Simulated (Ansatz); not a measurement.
Working through vertical energies of changing the electron count of BrF (charge +1)

Computed with Ansatz's Python interface.

Notebook, run cell by cell (the value of a cell's last expression is shown):

**Cell 1**
```python
import ansatz as az
```

**Cell 2**
```python
def energy(molecule, charge=0, unpaired=0):
    calc = (
        molecule.calculation()
        .basis(gaussian="def2-SVPD")
        .functional("cam_b3lyp")
    )
    if charge:
        calc = calc.charge(charge)
    if unpaired:
        calc = calc.spin("collinear", total=unpaired)
    return calc.run(threads=1, pin="off").report["free_energy_ev"]
```

**Cell 3**
```python
geometry = (
    az.Crystal.molecule()
    .atom("Br", [0.0, 0.0, 0.0])
    .atom("F", [0.0, 0.0, 1.83])
)
```

**Cell 4**
```python
# delta-SCF style differences, no relaxation
parent = energy(geometry, 1, 1)
cation = energy(geometry, 2, 0)
print(f"E(N)   = {parent:.5f} eV")
print(f"E(N-1) = {cation:.5f} eV  (0 unpaired)")
print(f"vertical ionisation energy {cation - parent:.3f} eV")
other = energy(geometry, 2, 2)
print(f"to the state with 2 unpaired electrons: {other - parent:.3f} eV")
anion = energy(geometry, 0, 0)
print(f"E(N+1) = {anion:.5f} eV  (0 unpaired)")
print(f"vertical electron affinity {parent - anion:.3f} eV" + ("" if anion < parent else " (unbound in this basis)"))
print(f"fundamental gap IP - EA = {cation + anion - 2 * parent:.3f} eV")
```
Output:
```text
E(N)   = -72741.52450 eV
E(N-1) = -72718.78959 eV  (0 unpaired)
vertical ionisation energy 22.735 eV
to the state with 2 unpaired electrons: 21.193 eV
E(N+1) = -72753.79109 eV  (0 unpaired)
vertical electron affinity 12.267 eV
fundamental gap IP - EA = 10.468 eV
```

What to keep in mind:
- Total energies depend on the basis set; only differences at equal settings carry meaning.
- The geometry is a force-field or estimated start, not a minimum of this method, and the basis set is short of its limit. All parts are taken at fixed geometry, without zero-point energy. At an unrelaxed start these energies can be a whole eV from those at the minimum, and a small affinity can change sign.
- The species is open-shell (spin multiplicity 2).
- Only the spin states typed were run; another state of an ion can lie lower, by up to an eV or two.
- The spin state was assumed, and another may lie lower.
- It ran for 5.9 s on 1 thread of Intel(R) Xeon(R) Processor @ 2.30GHz, with other jobs on the host, peak memory 0.25 GiB.
